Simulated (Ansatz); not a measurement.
Here is an Ansatz input file for MgPb2N2, space group P-3m1. Write the same calculation for the Python package.

```yaml
crystal:
  lattice:
    - [3.39174, 0.0, 0.0]
    - [-1.69587, 2.93734, 0.0]
    - [0.0, 0.0, 9.23496]
  atoms:
    - { symbol: Mg, position: [0.0, 0.0, 0.0] }
    - { symbol: Pb, position: [0.6666666666667, 0.3333333333333, 0.28655] }
    - { symbol: Pb, position: [0.3333333333333, 0.6666666666667, 0.71345] }
    - { symbol: "N", position: [0.6666666666667, 0.3333333333333, 0.86182] }
    - { symbol: "N", position: [0.3333333333333, 0.6666666666667, 0.13818] }
kpoints:
  mp_grid: { grid: [6, 6, 2] }
  band_path:
    path:
      - [0.0, 0.0, 0.0]
      - [0.5, 0.0, 0.0]
      - [0.33333, 0.33333, 0.0]
      - [0.0, 0.0, 0.0]
      - [0.0, 0.0, 0.5]
      - [0.5, 0.0, 0.5]
    npoints: 8
hamiltonian:
  xc: pbesol
  pseudopotentials: { kind: paw }
scf:
  n_extra_bands: 8
  occupations: { method: fermi_dirac }
```

On the command line:
```console
$ ansatz run input.yaml --threads 1 --pin off --max-ram 3072MiB --backend cpu --events-out ev --progress --plain --runs-dir out
scf.n_extra_bands = 8 over 24 filled bands (N_el = 48.0): the run solves 32 bands
Engine: ansatz 0.2.0, aarch64-unknown-linux-gnu
Pseudopotentials: kind: paw
Pseudopotential: Mg, paw, valence charge 10, recommended cutoff 420 eV (normal), Mg.paw.azcp
Pseudopotential: Pb, paw, valence charge 14, recommended cutoff 420 eV (normal), Pb.paw.azcp
Pseudopotential: N, paw, valence charge 5, recommended cutoff 420 eV (normal), N.paw.azcp
Functional definition: PBEsol
  exchange = pbesol_x
  correlation = pbesol_c
Crystal: 5 atoms, lattice volume = 92.005 Å³
Basis set: ecut = 420 eV, 1807 PW (Γ)
Bands: 32, of which v1, the nominal top of the filled ones, is band 24 counted from 1 (23 counted from 0)
Symmetry: 12 space group operations
Space group: P-3m1 (ITA 164), of the structure as read, at distance tolerance 4.5e-5 Å
k-points: 14 of 72
Non-local potential: Mg, projectors of the file, l = 0: 3, l = 1: 2, l = 2: 1
Non-local potential: Pb, projectors of the file, l = 0: 2, l = 1: 2, l = 2: 2, l = 3: 2
Non-local potential: N, projectors of the file, l = 0: 2, l = 1: 2, l = 2: 1
PAW form: soft (Blöchl's): semilocal exchange-correlation on the pseudo side does not see the compensation charge
PAW frozen core: Mg, regenerated for the run's functional, and the local potential with it (the file was generated under x = pbe(κ = 0.804, μ = 0.2195149727645171), c = pbe(β = 0.06672455060314922))
PAW frozen core: Pb, regenerated for the run's functional, and the local potential with it (the file was generated under x = pbe(κ = 0.804, μ = 0.2195149727645171), c = pbe(β = 0.06672455060314922))
PAW frozen core: N, regenerated for the run's functional, and the local potential with it (the file was generated under x = pbe(κ = 0.804, μ = 0.2195149727645171), c = pbe(β = 0.06672455060314922))
PAW one-centre angular grid: Mg, 110 points (default); XC on 64 Gauss nodes
PAW one-centre angular grid: Pb, 590 points (default); XC on 64 Gauss nodes
PAW one-centre angular grid: N, 110 points (default); XC on 64 Gauss nodes
Initial density: superposition of atomic densities (neutral atoms: chi_scale 0, normalization atom), corrected by the library's trained network
Initial wavefunctions: pseudopotential atomic-orbital guess
Functional: x = pbesol(κ = 0.804, μ = 0.12345679012345678), c = pbesol(β = 0.046)
SCF iter   1: F=—  HF=-26178.903424 eV  |F-HF|=—  |Δ(HF+E_count)|=         —  Δρ=8.58e-3  dr2=7.34e-2  ethr=1.77e-3  ⟨swp⟩=7.4  Hψ=2258  notcnv=0  defer=4
preconditioner: auto → Resta (q_TF=auto, 2.448 Å⁻¹)  ε∞=3.3  [insulator: Δε(μ)=0.506 eV  Ē_g=16.023 eV  σ=0.100 eV  W_gap=0.85  n_scr=24 (ndim 8)  ℏωp=24.5 eV  f_vac=0.030  D(μ)=0.12/eV (n_scr^D=0)  ε∞_Penn≈3.3]
SCF iter   2: F=—  HF=-26178.892009 eV  |F-HF|=—  |Δ(HF+E_count)|=   1.14e-2  Δρ=3.51e-3  dr2=4.27e-2  ethr=1.53e-4  ⟨swp⟩=2.0  Hψ=750  notcnv=0  defer=12
SCF iter   3: F=—  HF=-26178.886997 eV  |F-HF|=—  |Δ(HF+E_count)|=   5.01e-3  Δρ=1.21e-3  dr2=1.41e-3  ethr=8.90e-5  ⟨swp⟩=1.6  Hψ=443  notcnv=0  defer=12
SCF iter   4: F=—  HF=-26178.886761 eV  |F-HF|=—  |Δ(HF+E_count)|=   2.36e-4  Δρ=3.62e-4  dr2=1.10e-4  ethr=2.93e-6  ⟨swp⟩=3.0  Hψ=783  notcnv=0  defer=12
SCF iter   5: F=—  HF=-26178.886774 eV  |F-HF|=—  |Δ(HF+E_count)|=   1.31e-5  Δρ=9.30e-5  dr2=1.03e-5  ethr=2.28e-7  ⟨swp⟩=2.0  Hψ=529  notcnv=0  defer=12
SCF iter   6: F=—  HF=-26178.886779 eV  |F-HF|=—  |Δ(HF+E_count)|=   4.85e-6  Δρ=2.07e-5  dr2=5.03e-7  ethr=2.14e-8  ⟨swp⟩=2.4  Hψ=715  notcnv=0  defer=12
SCF iter   7: F=-26178.886779 eV  HF=-26178.886779 eV  |F-HF|=3.05e-8  |Δ(HF+E_count)|=   1.43e-7  Δρ=4.43e-6  dr2=4.64e-8  ethr=2.08e-10  ⟨swp⟩=8.3  Hψ=1903  notcnv=0
SCF 1 converged in 7 iterations: F = -26178.886779 eV  dr2 = 4.64e-8
  greatest PAW one-centre occupation: 1.000 electrons in one spin orbital (limit 2), on the Mg atom at site 0 (counted from 0), in its partial waves of l = 0
NSCF: frozen V_eff on 41 k-points
SCF converged after 7 iterations
Free energy (F): -26178.886779 eV
Harris-Foulkes:  -26178.886779 eV  (|F-HF|=3.05e-8)
Internal energy: -26178.882338 eV  (E = F + TS)
E sigma→0 (E₀):  -26178.884559 eV
Entropy (-TS):   -0.004441 eV (-0.888 meV/atom)
Fermi energy:    9.533142 eV
--- Per-component energies (eV) ---
  E_band       = -391.274784
  E_kinetic    = 911.002478
  E_local      = -4695.324212  (includes V_loc(G=0)·N_el)
  E_nonlocal   = 892.195516
  E_hartree    = 1846.624652
  E_xc         = -585.064908
  E_vxc        = -453.941451  (∫ρ·V_xc dr)
  E_paw        = -21038.732874  (= ΣΔE_a)
  E_vpaw       = -738.462742  (= ΣTr[D̂ρ^β])
  E_aug_tail   = 0.000289  (compensation charges beyond the density's cutoff)
  E_ewald      = -3509.822571
  E_core_change = 0.239293  (= ΣΔE_core)
  E_smearing   = -0.004441  (= −TS)
  E_closure    = -0.000000  (closes the sum)
  Σ components = -26178.886779   (vs F -26178.886779, Δ=0.00e0)
--- Band table (eV; the first three rows and the last of 14) ---
  k-point 0: bands = ["-65.0956", "-32.0708", "-32.0200", "-32.0200", "-7.3123", "-7.3123", "-7.3115", "-7.3115", "-7.2893", "-7.2840", "-7.0310", "-7.0310", "-7.0260", "-7.0260", "-5.6289", "-5.0998", "0.5816", "1.6789", "6.3422", "8.2611", "8.2611", "8.5868", "8.5868", "9.2313", "9.8079", "11.9377", "16.2869", "16.9351", "16.9351", "17.0337", "17.0337", "18.6201"]
  k-point 1: bands = ["-65.0956", "-32.0708", "-32.0200", "-32.0200", "-7.3124", "-7.3124", "-7.3114", "-7.3114", "-7.2897", "-7.2834", "-7.0305", "-7.0305", "-7.0265", "-7.0265", "-5.6086", "-5.1292", "1.0752", "1.0921", "6.9356", "8.0086", "8.2621", "8.2621", "8.5858", "8.5858", "10.8915", "11.7176", "16.1742", "16.7953", "16.7953", "17.1905", "17.1905", "17.8510"]
  k-point 2: bands = ["-65.0954", "-32.0703", "-32.0234", "-32.0208", "-7.3963", "-7.3908", "-7.2279", "-7.2271", "-7.2136", "-7.2053", "-7.1335", "-7.1277", "-7.0452", "-7.0388", "-5.1755", "-4.6844", "0.9137", "1.7786", "6.3026", "7.2172", "7.3261", "7.9665", "8.3553", "9.1491", "11.2653", "12.9778", "14.1350", "14.1884", "16.4848", "16.7892", "16.8402", "18.4732"]
  k-point 13: bands = ["-65.0947", "-32.0684", "-32.0296", "-32.0296", "-7.5369", "-7.5369", "-7.1930", "-7.1839", "-7.1490", "-7.1469", "-7.1418", "-7.1418", "-7.0077", "-7.0077", "-2.9530", "-2.9530", "1.8238", "1.8238", "4.7851", "5.3287", "6.4395", "6.4395", "7.7994", "7.7994", "10.7596", "10.7800", "12.3637", "12.3637", "15.1948", "15.1948", "16.7729", "17.0547"]
```

Run as a notebook:

In [1]:
```python
from dataclasses import dataclass
import warnings

import ansatz as az
import numpy as np
from pymatgen.core import Lattice, Structure
from pymatgen.io.ase import AseAtomsAdaptor


@dataclass(frozen=True)
class Options:
    mesh: tuple[int, ...] = (6, 6, 2)
    filling: str = "Fermi-Dirac"
    n_empty: int = 8
```

In [2]:
```python
settings = Options()
```

In [3]:
```python
warnings.simplefilter("ignore", az.DeckWarning)
```

In [4]:
```python
pmg_structure = Structure(
    Lattice([(3.39174, 0.0, 0.0), (-1.69587, 2.93734, 0.0), (0.0, 0.0, 9.23496)]),
    ["Mg", "Pb", "Pb", "N", "N"],
    [
        (0.0, 0.0, 0.0),
        (2 / 3, 1 / 3, 0.28655),
        (1 / 3, 2 / 3, 0.71345),
        (2 / 3, 1 / 3, 0.86182),
        (1 / 3, 2 / 3, 0.13818),
    ],
)
crystal = az.Crystal.from_ase(AseAtomsAdaptor.get_atoms(pmg_structure))
```

In [5]:
```python
# high-symmetry points in fractions of the reciprocal vectors
path = [
    ("G", (0.0, 0.0, 0.0)),
    ("M", (0.5, 0.0, 0.0)),
    ("K", (0.33333, 0.33333, 0.0)),
    ("G", (0.0, 0.0, 0.0)),
    ("A", (0.0, 0.0, 0.5)),
    ("L", (0.5, 0.0, 0.5)),
]
model = (
    crystal.calculation()
    .functional(az.Functional.PBESOL)
    .pseudopotentials("paw")
    .kpoints(*settings.mesh)
    .occupations(settings.filling)
    .band_structure([point for _, point in path], intervals=8)
    .scf(extra_bands=settings.n_empty)
)
planned = model.session().plan(threads=1)
facts = planned.describe()
print("plan:", facts["n_bands"], "bands,", len(facts["kpoints_frac"]), "k-points, plane waves", facts["n_pw_range"], "grid", facts["fft_dense"])
result = planned.execute()
data = result.report

data["kweights"]
```
```text
plan: 32 bands, 14 k-points, plane waves [1782, 1812] grid [24, 24, 64]
```
Out [5]:
```text
[0.013888888888888888, 0.013888888888888888, 0.08333333333333333, 0.08333333333333333,
 0.08333333333333333, 0.08333333333333333, 0.041666666666666664, 0.041666666666666664,
 0.08333333333333333, 0.08333333333333333, 0.16666666666666666, 0.16666666666666666,
 0.027777777777777776, 0.027777777777777776]
```

In [6]:
```python
result.lattice.cell_ang
```
Out [6]:
```text
array([[ 3.39174404,  0.        ,  0.        ],
       [-1.69587202,  2.9373365 ,  0.        ],
       [ 0.        ,  0.        ,  9.23496   ]])
```

In [7]:
```python
data["n_iterations"], data["closed_by"]
```
Out [7]:
```text
(7, 'deck_thresholds')
```

In [8]:
```python
print("%-22s %14.5f eV" % ("F = E - TS", data["free_energy_ev"]))
print("%-22s %14.5f eV" % ("E", data["internal_energy_ev"]))
print("%-22s %14.5f eV" % ("Harris-Foulkes", data["harris_foulkes_ev"]))
print("%-22s %14.5f eV" % ("Fermi level", data["fermi_energy_ev"]))
```
```text
F = E - TS               -26178.88678 eV
E                        -26178.88234 eV
Harris-Foulkes           -26178.88678 eV
Fermi level                   9.53314 eV
```

In [9]:
```python
bands = result.band_structure()
fermi = bands.fermi_energy_ev
print(f"zero of the bands: {fermi:.3f} eV, the Fermi level found on the SCF mesh")
for spin, channel in enumerate(bands.channels):
    levels = channel.eigenvalues_ev - fermi
    crossing = [b for b in range(levels.shape[1]) if levels[:, b].min() < 0 < levels[:, b].max()]
    print(f"channel {spin}: bands that cross the Fermi level on this path:", [b + 1 for b in crossing] or "none")
    shown = crossing or sorted(np.argsort(np.abs(levels).min(axis=0))[:2])
    for k, row in zip(bands.kpoints_frac, levels[:, shown]):
        print(f"{k[0]:7.3f} {k[1]:7.3f} {k[2]:7.3f}  ", " ".join(f"{e:8.3f}" for e in row))
```
```text
zero of the bands: 9.533 eV, the Fermi level found on the SCF mesh
channel 0: bands that cross the Fermi level on this path: none
  0.000   0.000   0.000     -0.302    0.275
  0.062   0.000   0.000     -0.300    0.670
  0.125   0.000   0.000     -0.326    1.323
  0.188   0.000   0.000     -0.433    1.909
  0.250   0.000   0.000     -0.698    2.185
  0.312   0.000   0.000     -1.197    1.693
  0.375   0.000   0.000     -1.599    0.990
  0.438   0.000   0.000     -1.539    0.655
  0.500   0.000   0.000     -1.557    0.591
  0.479   0.042   0.000     -1.537    0.652
  0.458   0.083   0.000     -1.494    0.808
  0.437   0.125   0.000     -1.442    1.011
  0.417   0.167   0.000     -1.385    1.113
  0.396   0.208   0.000     -1.337    0.973
  0.375   0.250   0.000     -1.317    0.796
  0.354   0.292   0.000     -1.347    0.647
  0.333   0.333   0.000     -1.444    0.591
  0.292   0.292   0.000     -1.252    0.804
  0.250   0.250   0.000     -1.278    1.293
  0.208   0.208   0.000     -1.375    1.879
  0.167   0.167   0.000     -0.862    2.451
  0.125   0.125   0.000     -0.509    2.250
  0.083   0.083   0.000     -0.345    1.542
  0.042   0.042   0.000     -0.301    0.768
  0.000   0.000   0.000     -0.302    0.275
  0.000   0.000   0.062     -0.387    0.357
  0.000   0.000   0.125     -0.568    0.530
  0.000   0.000   0.188     -0.776    0.724
  0.000   0.000   0.250     -0.947    0.913
  0.000   0.000   0.312     -0.947    1.084
  0.000   0.000   0.375     -0.947    1.226
  0.000   0.000   0.437     -0.947    1.323
  0.000   0.000   0.500     -0.947    1.358
  0.062   0.000   0.500     -0.982    1.502
  0.125   0.000   0.500     -1.045    1.825
  0.188   0.000   0.500     -1.027    2.103
  0.250   0.000   0.500     -1.123    1.908
  0.312   0.000   0.500     -1.071    1.121
  0.375   0.000   0.500     -1.161    0.536
  0.438   0.000   0.500     -1.461    0.354
  0.500   0.000   0.500     -1.629    0.336
```

Absolute energies stand on the zero of these potentials, so only differences at equal settings mean something. A total without «per atom» is that of the cell as typed. The zero of the levels is a convention of the potentials, so an absolute Fermi energy is no work function. In a crystal with a gap the Fermi level's place inside it depends on smearing and mesh. Spin-orbit coupling, which matters for elements this heavy, is left out. The structure comes from a database of computed cells and needn't be a stable or known phase. Gaps and levels are Kohn-Sham values on a finite set of k-points, without spin-orbit coupling. Wall time of the script: 5.3 s on 1 thread of Arm Neoverse V2, on a shared host, peak memory 0.46 GiB.

(Lines on the test bed's own set-up are left out of the output.)
